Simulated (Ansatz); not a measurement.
Wanted: the native input for an Ansatz 0.2.0 run.

| Property | Result |
| --- | --- |
| Task | single point |
| Functional | PBEsol |
| Potentials or basis | all-electron LAPW, scalar-relativistic |
| Cutoff | 302 eV (chosen from the basis error) |
| Basis error allowed | 0.001 eV/atom |
| k mesh | 11 × 11 × 4 |
| Occupations | fermi-dirac, width 0.05 eV |
| Spin | collinear spin, ferromagnetic start |
| Starting moments | [0.0, 0.0, 4.0] μB |

The system is MnPt2.

```xyz
3
Lattice="2.8584 0.0000 0.0000 -1.4292 2.4755 0.0000 0.0000 0.0000 6.5325" Properties=species:S:1:pos:R:3 pbc="T T T"
Pt    1.4108    0.8661    2.0592
Pt    0.0313    1.6535    4.4467
Mn   -0.0487   -0.0684   -0.0382
```

The cell comes from a database or a generator and needn't be the stable form of this composition.

The cell isn't the ideal one: atoms moved at random, drawn with an rms of 0.05 Å.

The input as run:

input.yaml

```yaml
crystal:
  lattice:
    - [2.8584044518, 0.0, 0.0]
    - [-1.4292022259, 2.4754508696, 0.0]
    - [0.0, 0.0, 6.532504]
  atoms:
    - { symbol: Pt, position: [0.668509, 0.349885, 0.315219] }
    - { symbol: Pt, position: [0.344933, 0.667978, 0.680705] }
    - { symbol: Mn, position: [-0.03084, -0.027615, -0.005846], spin: 4.0 }
kpoints:
  mp_grid: { grid: [11, 11, 4] }
scf:
  occupations: { method: fermi_dirac, width: 0.05 }
hamiltonian:
  xc: pbesol
  pseudopotentials: { kind: all_electron, lapw: { basis_error: 0.001 } }
magnetization:
  spin_polarized: true
output:
  forces: true
  stress: true
  eigenvalues: true
  populations: true
```

Potentials or basis: all-electron LAPW, scalar-relativistic.

The run is started by

```sh
$ ansatz run input.yaml --threads 4 --pin off --max-ram 12288MiB --backend cpu --events-out ev --progress --plain --runs-dir out
```

Results of the run:

* Pressure: -9.0 GPa
* Largest force: 0.408 eV/Å
* Band gap on the k mesh: none (metal or under the smearing width)
* Net moment: 4.52 μB per cell
* Absolute moment: 4.60 μB per cell
* Site moments: Pt +0.31, +0.32; Mn +3.76 μB

Wall time 4.3 min on 4 threads of Arm Neoverse V2 (shared host), peak memory 2.5 GiB.
